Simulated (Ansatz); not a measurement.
**H3LiSeSi (SMILES [Li][Se][SiH3]): single points off equilibrium**

One table from this session's results is given with a row withheld; the runs are named, their logs left out.

The runs use Ansatz 0.2.0, Gaussian basis; single points in def2-TZVPP.

Correlated methods freeze the cores. Filled d shells of the heavier atoms are correlated. The outer core shell of Li, Na, Mg and K is correlated.

1 further run of the same task is left out (it didn't finish).

**The system as given**

SMILES `[Li][Se][SiH3]`, 6 atoms, charge 0, spin multiplicity 1.

Atoms are counted from 1 here; the program's logs count them from 0.

Bond lengths: Li1–Se2 2.239 Å, Se2–Si3 2.233 Å, Si3–H4 1.629 Å, Si3–H5 1.491 Å, Si3–H6 1.452 Å. Angles: Li1–Se2–Si3 129.6°, Se2–Si3–H4 105.8°, Se2–Si3–H5 111.2°, Se2–Si3–H6 107.7°, H4–Si3–H5 114.1°, H4–Si3–H6 107.4°, H5–Si3–H6 110.4°.

Geometry (Å):

```mol
H3LiSeSi
  3D, bonds by distance, orders not assigned

  6  5  0  0  0  0  0  0  0  0999 V2000
   -0.2301   -2.7799    1.6265 Li  0  0
   -0.9513   -1.1147    0.3141 Se  0  0
    0.1256    0.7115   -0.3878 Si  0  0
    1.4846    0.1744   -1.1080 H   0  0
   -0.7425    1.5431   -1.2699 H   0  0
    0.5255    1.4672    0.7858 H   0  0
  1  2  8  0
  2  3  8  0
  3  4  8  0
  3  5  8  0
  3  6  8  0
M  END
```

The first run:

The input, run/in.yaml:

```yaml
crystal:
  periodic: [false, false, false]
  atoms:
    - {symbol: Li, position_ang: [-0.230090, -2.779907, 1.626492]}
    - {symbol: Se, position_ang: [-0.951285, -1.114711, 0.314148]}
    - {symbol: Si, position_ang: [0.125563, 0.711459, -0.387805]}
    - {symbol: H, position_ang: [1.484644, 0.174376, -1.108009]}
    - {symbol: H, position_ang: [-0.742500, 1.543118, -1.269933]}
    - {symbol: H, position_ang: [0.525486, 1.467215, 0.785756]}
basis:
  gaussian: {orbitals: def2-TZVPP}
hamiltonian: {xc: pbe, dispersion: d4}
output: {forces: true}
```

Launch:

```bash
$ ansatz run in.yaml --threads 2 --pin off --events-out ev --progress --plain --max-ram 3481MiB
```

Among the steps run: PBE-D4/def2-TZVPP; r2SCAN-D4/def2-TZVPP; PBE0-D4/def2-TZVPP; wB97M-V/def2-TZVPP; CCSD(T)/def2-TZVPP.

One of the session's tables, all rows but one given; the rest of the session is left out.

| method | RMS force component (eV/Å) | angle to CCSD(T) forces (°) | dipole (D) |
| --- | --- | --- | --- |
| PBE-D4 | 0.685 | 10.1 | 6.87 |
| r2SCAN-D4 | ? | ? | ? |
| PBE0-D4 | 0.707 | 4.5 | 7.01 |
| wB97M-V | 0.715 | 3.3 | 7.04 |
| CCSD(T) | 0.714 | reference | 7.18 |

**Question.** Estimate the row for r2SCAN-D4.

**Answer.** RMS force component (eV/Å): 0.701; angle to CCSD(T) forces (°): 3.5; dipole (D): 7.12. In the column «RMS force component (eV/Å)» it lies between PBE-D4 (0.685) and PBE0-D4 (0.707).
